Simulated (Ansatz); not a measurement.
# C3H9BO2: the cost of one run

The runs use Ansatz 0.2.0, Gaussian basis; the settings change from run to run.

## 1. The geometry

An earlier PBE0-D4 in a triple-zeta def2 set relaxation fixed the geometry.

SMILES `CC(C)B(O)O`, 15 atoms, charge 0, spin multiplicity 1.

Atoms are counted from 1 here; the program's logs count them from 0.

Bond lengths: C1–C2 1.533 Å, C1–H7 1.094 Å, C1–H8 1.095 Å, C1–H9 1.092 Å, C2–C3 1.523 Å, C2–B4 1.577 Å, C2–H10 1.099 Å, C3–H11 1.092 Å, C3–H12 1.093 Å, C3–H13 1.094 Å, B4–O5 1.369 Å, B4–O6 1.371 Å, O5–H14 0.960 Å, O6–H15 0.959 Å. Angles: C2–C1–H7 110.8°, C2–C1–H8 111.0°, C2–C1–H9 111.7°, H7–C1–H8 107.2°, H7–C1–H9 108.1°, H8–C1–H9 107.9°, C1–C2–C3 111.1°, C1–C2–B4 109.9°, C1–C2–H10 107.0°, C3–C2–B4 113.8°, C3–C2–H10 108.7°, B4–C2–H10 106.2°, C2–C3–H11 111.9°, C2–C3–H12 111.0°, C2–C3–H13 111.0°, H11–C3–H12 107.1°, H11–C3–H13 107.9°, H12–C3–H13 107.7° and more.

## 2. B97/cc-pVTZ

This run has atoms shaken by 0.03 Å.

Input file in.yaml:

```yaml
crystal:
  periodic: [false, false, false]
  atoms:
    - {symbol: C, position_ang: [-0.803446, -1.214969, 0.676632]}
    - {symbol: C, position_ang: [-0.027651, -0.372590, -0.360066]}
    - {symbol: C, position_ang: [1.304805, -0.816065, -0.578685]}
    - {symbol: B, position_ang: [-0.251833, 1.092777, -0.001008]}
    - {symbol: O, position_ang: [0.823040, 1.854907, 0.289553]}
    - {symbol: O, position_ang: [-1.562287, 1.651039, -0.050676]}
    - {symbol: H, position_ang: [-0.773597, -2.293425, 0.341825]}
    - {symbol: H, position_ang: [-0.272745, -1.149140, 1.619146]}
    - {symbol: H, position_ang: [-1.893659, -1.015838, 0.822753]}
    - {symbol: H, position_ang: [-0.691575, -0.472582, -1.359062]}
    - {symbol: H, position_ang: [1.765584, -0.187929, -1.423679]}
    - {symbol: H, position_ang: [1.887247, -0.672486, 0.292179]}
    - {symbol: H, position_ang: [1.408189, -1.858501, -0.938645]}
    - {symbol: H, position_ang: [0.669533, 2.800763, 0.499428]}
    - {symbol: H, position_ang: [-1.566934, 2.560064, 0.238293]}
basis:
  gaussian: {orbitals: cc-pVTZ}
hamiltonian: {xc: {name: B97}}
output: {forces: true}
```

The run is started by

```console
ansatz run in.yaml --threads 4 --pin off --events-out ev --progress --plain --max-ram 11315MiB
```

**Question.** How long does this run take on 4 threads of Arm Neoverse V2, shared host, and how much memory does it need?

About 8.5 s, with a peak of 1.1 GiB.
